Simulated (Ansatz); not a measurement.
This script makes a frozen displacement of one atom of LuBrO, space group P4/nmm with Ansatz 0.2.0, Python API.

The script, `lubro.py`:
```python
# -*- coding: utf-8 -*-
"""Energy and force of LuBrO as one atom is pushed off its site."""

import ansatz as az
import numpy as np


def main():
    lattice = az.Lattice.of(
        (3.7646, 0.0, 0.0),
        (0.0, 3.7646, 0.0),
        (0.0, 0.0, 8.354),
    )
    sites = [
        ("Lu", (0.0, 0.5, 0.36724)),
        ("Lu", (0.5, 0.0, 0.63276)),
        ("Br", (0.5, 0.0, 0.1718)),
        ("Br", (0.0, 0.5, 0.8282)),
        ("O", (0.0, 0.0, 0.5)),
        ("O", (0.5, 0.5, 0.5)),
    ]
    crystal = az.Crystal(lattice=lattice)
    for symbol, position in sites:
        crystal = crystal.atom(symbol, position)

    inverse = np.linalg.inv(np.array(crystal.lattice.vectors))
    home = np.array(crystal.sites[0].position)
    values = np.linspace(-0.2, 0.2, 5)
    energies, pulls = [], []
    for shift in values:
        moved = crystal.move(0, to=home + shift * inverse[2])
        setup = (
            moved.calculation()
            .scf(tolerance=1e-09, max_iterations=200)
            .pseudopotentials("nc")
            .occupations("fixed")
            .functional("PBEsol", dispersion="d3bjatm")
            .kpoints(3, 3, 2, center="monkhorst-pack")  # sampling of the Brillouin zone
            .forces()  # eV per angstrom
        )
        report = setup.run().report
        energies.append(report["free_energy_ev"])
        pulls.append(report["forces_ev_ang"][0][2])

    # the force is minus the slope of the free energy
    print("shift (A)   dE (eV)   force along z (eV/A)")
    for shift, e, f in zip(values, energies, pulls):
        print(f"{shift:8.3f} {e - energies[2]:10.5f} {f:12.4f}")
    print(f"stiffness from energies {2 * np.polyfit(values, energies, 2)[0]:.3f}, from forces {-np.polyfit(values, pulls, 1)[0]:.3f} eV/A^2")


if __name__ == "__main__":
    main()
```

How stiff is this displacement, and do energies and forces agree?

The curvature of the energy gives 16.336 eV/Å² and the slope of the force 16.214 eV/Å², a positive curvature.

What the script printed:

```console
$ python lubro.py
DeckWarning: basis.ecutwfc = 1360.569312 eV, auto-derived from the records' recommended cutoffs: set by Lu (normal level)
shift (A)   dE (eV)   force along z (eV/A)
  -0.200    0.36863       3.2945
  -0.100    0.10880       1.8708
   0.000    0.00000       0.2814
   0.100    0.05631      -1.4213
   0.200    0.28569      -3.1663
stiffness from energies 16.336, from forces 16.214 eV/A^2
```
(Warnings from the package without file and line.)

What to keep in mind:
- The settings weren't tested for convergence.
- The starting cell is as deposited in a crystallographic database; the results hold for this polymorph, which needn't be the stable one.
- All periodic images of the atom move with it, so the curvature is one diagonal element of the zone-centre force constants and no normal mode; a positive value doesn't exclude soft modes in which several atoms move.
- Timing: 17 s on 1 thread of AMD EPYC 9R45 (Zen 5), on a shared host, peak memory 0.68 GiB.
